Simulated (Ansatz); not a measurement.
# GaH3: the cost of one run

Method: DFT PBE, scalar-relativistic, plane waves, PAW, in Ansatz 0.2.0.

## (1) The system as given

The structure is hexagonal, space group P6_3/mcm (No. 193). Conventional cell: a = 4.582 Å, b = 4.582 Å, c = 4.139 Å, α = 90.00°, β = 90.00°, γ = 120.00°. Ga (site symmetry -3m) is surrounded by 6 H at 1.76 Å. H (site symmetry m2m) has 2 Ga at 1.76 Å as nearest neighbours.

Coordinates:

```cif
data_structure
_symmetry_space_group_name_H-M 'P6_3/mcm'
_symmetry_Int_Tables_number 193
_cell_length_a 4.5816
_cell_length_b 4.5816
_cell_length_c 4.1390
_cell_angle_alpha 90.000
_cell_angle_beta 90.000
_cell_angle_gamma 120.000
_cell_volume 75.24
loop_
_atom_site_label
_atom_site_type_symbol
_atom_site_symmetry_multiplicity
_atom_site_Wyckoff_symbol
_atom_site_fract_x
_atom_site_fract_y
_atom_site_fract_z
_atom_site_occupancy
Ga1 Ga 2 b 0.00000 0.00000 0.00000 1
H1 H 6 g 0.31150 0.31150 0.25000 1
```

This is candidate A: RuBr3 type (P6_3/mcm, No. 193).

(A quick probe on a coarse mesh, which set the mesh and smearing, is not shown.)

## (3) A loose first relaxation (candidate A)

Contents of input.yaml:

```yaml
crystal:
  lattice:
    - [4.5815670202, 0.0, 0.0]
    - [-2.2907835101, 3.9677534286, 0.0]
    - [0.0, 0.0, 4.1389752903]
  atoms:
    - { symbol: Ga, position: [0.0, 0.0, 0.0] }
    - { symbol: Ga, position: [0.0, 0.0, 0.5] }
    - { symbol: H, position: [0.3115, 0.3115, 0.25] }
    - { symbol: H, position: [0.0, 0.3115, 0.75] }
    - { symbol: H, position: [0.6885, 0.0, 0.25] }
    - { symbol: H, position: [0.6885, 0.6885, 0.75] }
    - { symbol: H, position: [0.0, 0.6885, 0.25] }
    - { symbol: H, position: [0.3115, 0.0, 0.75] }
basis:
  ecutwfc: 420
kpoints:
  mp_grid: { grid: [6, 6, 4] }
hamiltonian:
  xc: pbe
scf:
  occupations: { method: gaussian, width: 0.1 }
  lower_state_search: "off"
output:
  forces: true
  stress: true
  eigenvalues: true
relax:
  adjacent_minimum: "off"
  f_tol: 0.04
  max_steps: 70
  cell: { stress_tol: 0.4 }
```

Started as:

```sh
$ ansatz run input.yaml --threads 1 --pin off --max-ram 2560MiB --backend cpu --events-out ev --progress --plain --runs-dir out
```

Q: Estimate wall time and peak memory on 1 thread of Intel Xeon Platinum 8488C (Sapphire Rapids), shared host.

About 29 s, with a peak of 0.41 GiB.
